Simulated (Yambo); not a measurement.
**TiSe: optical spectrum with PBEsol**

TiSe:

```
CELL_PARAMETERS angstrom
3.55900 0.00000 0.00000
-1.77950 3.08218 0.00000
0.00000 0.00000 6.22000
ATOMIC_POSITIONS crystal
Se 0.66667 0.33333 0.75000
Se 0.33333 0.66667 0.25000
Ti 0.00000 0.00000 0.50000
Ti 0.00000 0.00000 0.00000
```

```
Program                             : Yambo 5.3.0
Task                                : optical spectrum
Functional                          : PBEsol
Potentials or basis                 : PseudoDojo 0.4.1 SR PBEsol standard
Cutoff                              : 1170 eV
Density cutoff                      : 4680 eV
k mesh                              : 6 × 6 × 4
Occupations                         : fermi-dirac, width 0.05 eV
Spin                                : no spin polarisation
k mesh of the self-consistent run   : 12 × 12 × 6
Direction of the field or of q to 0 : x
Broadening                          : 0.1 eV
Kernel                              : none (independent particles)
Top of the energy range             : 20 eV
Energy points                       : 200
Correction of the levels            : none
Bands in the response               : 53
```

The band gap on the k mesh, mean-field level is none (metal or under the smearing width).

Dielectric function (along the field direction of the input):
```csv
energy (eV),real part,imaginary part
0.30,146.19,99.32
1.31,2.10,20.76
2.31,-4.49,7.32
3.32,1.79,5.02
4.42,4.51,7.60
5.43,3.15,7.99
6.43,1.32,6.95
7.54,-2.23,6.71
8.54,-3.05,4.99
9.55,-2.01,4.08
10.65,-0.19,2.38
11.66,-2.29,3.22
12.66,-1.83,3.45
13.77,-1.28,1.13
14.77,-1.07,1.00
15.78,-1.05,1.06
16.88,-0.49,0.78
17.89,-0.46,0.45
18.89,-0.15,0.23
20.00,-0.10,0.21
```

Wall time 7.1 min on 1 thread of Arm Neoverse V2, on a shared host.

Caveat: the intraband (Drude) term of the metal is left out; the ground state has no gap, which makes the many-body step unreliable; spectra need much finer meshes, so this one isn't converged; independent-particle spectra lack excitons.
